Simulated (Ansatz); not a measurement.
# Ti3O: the cost of one run

Program: Ansatz 0.2.0. Level of theory: DFT PBEsol, scalar-relativistic, plane waves, PAW. These are calculated values, not measurements.

1 further run of the same task is left out (set aside as unsound or not needed). Runs told in other sessions of the task aren't counted.

## Step 1: Starting point

It takes space group P6_3/mcm (No. 193, hexagonal). Conventional cell: a = 5.065 Å, b = 5.065 Å, c = 4.846 Å, α = 90.00°, β = 90.00°, γ = 120.00°. Ti (site symmetry m2m) is surrounded by 2 O at 2.06 Å. O (site symmetry -3m) is surrounded by 6 Ti at 2.06 Å.

Structure file:

```xyz
8
Lattice="5.0655 0.0000 0.0000 -2.5327 4.3868 0.0000 0.0000 0.0000 4.8458" Properties=species:S:1:pos:R:3 pbc="T T T"
Ti   -1.6990    2.9428    3.6344
Ti   -0.8337    1.4441    1.2115
Ti    3.3980    0.0000    3.6344
Ti    1.6990    2.9428    1.2115
Ti    0.8337    1.4441    3.6344
Ti    1.6675    0.0000    1.2115
O     0.0000    0.0000    2.4229
O     0.0000    0.0000    0.0000
```

It goes back to an entry of the Materials Project, which need not be the stable form.

This cell was relaxed beforehand with the same method: volume 13.46 Å³/atom, gap on the mesh none (metal).

## Step 2: Zero of energy

Reference values: F = -15971.0355 eV; pressure 0.04 GPa; largest force 0.008 eV/Å; gap on the mesh none (metal). It was computed beforehand with the settings of the runs below.

## Step 3: Setting up energy and stress against strain

The cell is strained by ε times the Voigt pattern (1, 1, 0, 0, 0, 0) (xx, yy, zz, yz, xz, xy; engineering shear), with fractional coordinates fixed (clamped ions). The stress on the pattern is the sum of the stress components weighted by it, tension positive.

## Step 4: At ε = -0.1500

File input.yaml:

```yaml
crystal:
  lattice:
    - [4.305670358, 0.0, 0.0]
    - [-2.152835179, 3.7288199103, 0.0]
    - [0.0, 0.0, 4.8458180485]
  atoms:
    - { symbol: Ti, position: [0.0, 0.6708131061, 0.75] }
    - { symbol: Ti, position: [0.0, 0.3291868939, 0.25] }
    - { symbol: Ti, position: [0.6708131061, 0.0, 0.75] }
    - { symbol: Ti, position: [0.6708131061, 0.6708131061, 0.25] }
    - { symbol: Ti, position: [0.3291868939, 0.3291868939, 0.75] }
    - { symbol: Ti, position: [0.3291868939, 0.0, 0.25] }
    - { symbol: O, position: [0.0, 0.0, 0.5] }
    - { symbol: O, position: [0.0, 0.0, 0.0] }
basis:
  ecutwfc: 420
kpoints:
  mp_grid: { grid: [12, 12, 8] }
hamiltonian:
  xc: pbesol
scf:
  occupations: { method: gaussian, width: 0.15 }
output:
  forces: true
  stress: true
  eigenvalues: true
```

Launch:

```console
ansatz run input.yaml --threads 2 --pin off --max-ram 5120MiB --backend cpu --events-out ev --progress --plain --runs-dir out
```

**Question.** How long does this run take on 2 threads of AMD EPYC 7R43 (Zen 3), shared host, and how much memory does it need?

About 7.9 s, with a peak of 0.62 GiB.
